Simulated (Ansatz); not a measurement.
# C₂H₁₀Al₂O₂: how energies converge with the basis set

How large a basis does C₂H₁₀Al₂O₂ need? Two functionals are run in growing sets.

Computed with Ansatz 0.2.0, Gaussian basis. Level: one geometry, several basis sets.

The runs, in order: PBE0-D4/def2-SVP; ωB97M-V/def2-SVP; PBE0-D4/def2-QZVPP; ωB97M-V/def2-QZVPP; the functionals' def2-TZVPP values are taken from earlier runs.

**1. The relaxed structure**

The geometry comes from an earlier relaxation with PBE0-D4 in a triple-zeta def2 set; it is a stationary point, not always the lowest conformer.

SMILES `C[O+]1[AlH2-][O+](C)[AlH2-]1`, 16 atoms, charge 0, spin multiplicity 1.

Atoms are counted from 1 here; the program's logs count them from 0.

Bond lengths: C1–O2 1.417 Å, C1–H7 1.093 Å, C1–H8 1.093 Å, C1–H9 1.092 Å, O2–Al3 1.845 Å, O2–Al6 1.845 Å, Al3–O4 1.845 Å, Al3–H10 1.588 Å, Al3–H11 1.588 Å, O4–C5 1.417 Å, O4–Al6 1.845 Å, C5–H12 1.093 Å, C5–H13 1.092 Å, C5–H14 1.093 Å, Al6–H15 1.588 Å, Al6–H16 1.588 Å. Angles: O2–C1–H7 110.0°, O2–C1–H8 110.0°, O2–C1–H9 109.9°, H7–C1–H8 108.4°, H7–C1–H9 109.3°, H8–C1–H9 109.3°, C1–O2–Al3 127.6°, C1–O2–Al6 127.7°, Al3–O2–Al6 98.6°, O2–Al3–O4 81.4°, O2–Al3–H10 108.6°, O2–Al3–H11 115.1°, O4–Al3–H10 115.1°, O4–Al3–H11 108.6°, H10–Al3–H11 121.4°, Al3–O4–C5 127.7°, Al3–O4–Al6 98.6°, C5–O4–Al6 127.7° and more.

**2. PBE0-D4 in def2-SVP**

Contents of in.yaml:

```yaml
crystal:
  periodic: [false, false, false]
  atoms:
    - {symbol: C, position_ang: [-0.290126, -1.026818, 2.348111]}
    - {symbol: O, position_ang: [0.028675, -0.328169, 1.156961]}
    - {symbol: Al, position_ang: [0.983770, -0.951117, -0.293889]}
    - {symbol: O, position_ang: [-0.028699, 0.327900, -1.156834]}
    - {symbol: C, position_ang: [0.290308, 1.026425, -2.348041]}
    - {symbol: Al, position_ang: [-0.983681, 0.950935, 0.294092]}
    - {symbol: H, position_ang: [-1.337127, -0.858527, 2.611016]}
    - {symbol: H, position_ang: [-0.138948, -2.099413, 2.204289]}
    - {symbol: H, position_ang: [0.346540, -0.678779, 3.164200]}
    - {symbol: H, position_ang: [0.552960, -2.453707, -0.575537]}
    - {symbol: H, position_ang: [2.507491, -0.505042, -0.338160]}
    - {symbol: H, position_ang: [0.091722, 2.093149, -2.220445]}
    - {symbol: H, position_ang: [-0.311764, 0.644256, -3.174935]}
    - {symbol: H, position_ang: [1.349446, 0.898934, -2.583963]}
    - {symbol: H, position_ang: [-2.507838, 0.506437, 0.337913]}
    - {symbol: H, position_ang: [-0.552739, 2.453525, 0.575230]}
basis:
  gaussian: {orbitals: def2-SVP}
hamiltonian: {xc: pbe0, dispersion: d4}
output: {orbitals: {seedname: orbitals}}
```

The run is started by

```bash
> ansatz run in.yaml --threads 4 --pin off --events-out ev --progress --plain --max-ram 11315MiB
```

Further steps of the session: ωB97M-V in def2-SVP; PBE0-D4 in def2-QZVPP; ωB97M-V in def2-QZVPP.

Before running them: what should the planned runs give, taken together? Wanted: PBE0-D4: double and triple zeta above quadruple; ωB97M-V: double and triple zeta above quadruple.

**Answer**, as computed:

| quantity | value |
| --- | --- |
| PBE0-D4: double and triple zeta above quadruple | 12.68, 0.81 eV |
| ωB97M-V: double and triple zeta above quadruple | 12.91, 0.78 eV |

**Reading.** PBE0-D4 gains 11.87 eV from double to triple zeta, then 0.81 eV more. These are total energies; as a rule much of such shifts cancels in differences, which this series doesn't test. The LUMO of ωB97M-V is positive and keeps falling with the basis (1.54 to 0.71 eV): an unbound level that the basis holds in place.
